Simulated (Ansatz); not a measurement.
# C6H15FHfO3: small, medium and large basis sets

The task here is to estimate one member of a computed series from the others.

Computed with Ansatz 0.2.0, Gaussian basis. Level: one geometry, several basis sets.

Plan: PBE0-D4/def2-SVP; ωB97M-V/def2-SVP; PBE0-D4/def2-QZVPP; ωB97M-V/def2-QZVPP; the functionals' def2-TZVPP values are taken from earlier runs.

### The geometry

All runs share one geometry, relaxed beforehand with PBE0-D4 in a triple-zeta def2 set. Hf takes the def2 core potential; no spin-orbit term is included.

SMILES `CC[O][Hf]([F])([O]CC)[O]CC`, 26 atoms, charge 0, spin multiplicity 1.

Atoms are counted from 1 here; the program's logs count them from 0.

Bond lengths: C1–C2 1.513 Å, C1–H12 1.092 Å, C1–H13 1.092 Å, C1–H14 1.093 Å, C2–O3 1.392 Å, C2–H15 1.098 Å, C2–H16 1.097 Å, O3–Hf4 1.918 Å, Hf4–F5 1.932 Å, Hf4–O6 1.920 Å, Hf4–O9 1.919 Å, O6–C7 1.392 Å, C7–C8 1.513 Å, C7–H17 1.097 Å, C7–H18 1.098 Å, C8–H19 1.092 Å, C8–H20 1.093 Å, C8–H21 1.093 Å and more. Angles: C2–C1–H12 110.6°, C2–C1–H13 110.7°, C2–C1–H14 110.5°, H12–C1–H13 108.3°, H12–C1–H14 108.3°, H13–C1–H14 108.3°, C1–C2–O3 111.6°, C1–C2–H15 110.0°, C1–C2–H16 110.0°, O3–C2–H15 109.1°, O3–C2–H16 108.9°, H15–C2–H16 107.0°, C2–O3–Hf4 172.3°, O3–Hf4–F5 108.9°, O3–Hf4–O6 109.6°, O3–Hf4–O9 109.9°, F5–Hf4–O6 109.2°, F5–Hf4–O9 109.1° and more.

The first run:

in.yaml reads:

```yaml
crystal:
  periodic: [false, false, false]
  atoms:
    - {symbol: C, position_ang: [1.024843, 2.212010, 1.906463]}
    - {symbol: C, position_ang: [0.090397, 2.591813, 0.778803]}
    - {symbol: O, position_ang: [-0.688180, 1.512140, 0.371422]}
    - {symbol: Hf, position_ang: [-1.557063, -0.121174, -0.133208]}
    - {symbol: F, position_ang: [-3.463570, 0.083678, 0.104085]}
    - {symbol: O, position_ang: [-1.187561, -0.505081, -1.977742]}
    - {symbol: C, position_ang: [-0.721759, -0.651724, -3.281150]}
    - {symbol: C, position_ang: [0.337796, 0.376133, -3.614202]}
    - {symbol: O, position_ang: [-0.935901, -1.559688, 0.975013]}
    - {symbol: C, position_ang: [-0.314331, -2.531445, 1.753936]}
    - {symbol: C, position_ang: [0.908349, -1.984441, 2.457739]}
    - {symbol: H, position_ang: [0.459156, 1.860402, 2.772299]}
    - {symbol: H, position_ang: [1.703435, 1.414894, 1.593941]}
    - {symbol: H, position_ang: [1.623877, 3.073073, 2.213671]}
    - {symbol: H, position_ang: [0.667186, 2.962556, -0.078299]}
    - {symbol: H, position_ang: [-0.571050, 3.406793, 1.097991]}
    - {symbol: H, position_ang: [-1.567219, -0.556847, -3.973924]}
    - {symbol: H, position_ang: [-0.315904, -1.663718, -3.406372]}
    - {symbol: H, position_ang: [-0.061314, 1.387506, -3.508115]}
    - {symbol: H, position_ang: [0.685616, 0.249343, -4.642634]}
    - {symbol: H, position_ang: [1.196829, 0.274416, -2.946539]}
    - {symbol: H, position_ang: [-0.032483, -3.378751, 1.115855]}
    - {symbol: H, position_ang: [-1.033252, -2.909835, 2.491300]}
    - {symbol: H, position_ang: [0.636949, -1.150195, 3.108490]}
    - {symbol: H, position_ang: [1.643661, -1.628097, 1.732256]}
    - {symbol: H, position_ang: [1.377392, -2.759762, 3.068918]}
basis:
  gaussian: {orbitals: def2-SVP}
hamiltonian: {xc: pbe0, dispersion: d4}
output: {orbitals: {seedname: orbitals}}
```

Launch:

```sh
$ ansatz run in.yaml --threads 11 --pin off --events-out ev --progress --plain --max-ram 174080MiB --backend cpu
```

Among the steps run: PBE0-D4 in def2-SVP; ωB97M-V in def2-SVP; PBE0-D4 in def2-QZVPP; ωB97M-V in def2-QZVPP.

One of the session's tables, all rows but one given; the rest of the session is left out.

It belongs to the step «Functionals by basis». 

| functional | basis | HOMO (eV) | LUMO (eV) |
| --- | --- | --- | --- |
| PBE0-D4 | def2-SVP | ? | ? |
| PBE0-D4 | def2-TZVPP | -7.78 | 0.15 |
| PBE0-D4 | def2-QZVPP | -7.79 | -0.05 |
| ωB97M-V | def2-SVP | -10.07 | 1.58 |
| ωB97M-V | def2-TZVPP | -10.13 | 1.29 |
| ωB97M-V | def2-QZVPP | -10.15 | 0.85 |

Estimate the missing values for PBE0-D4, def2-SVP.

The run gave: HOMO (eV): -7.72; LUMO (eV): 0.34. In the column «HOMO (eV)» it is the highest.
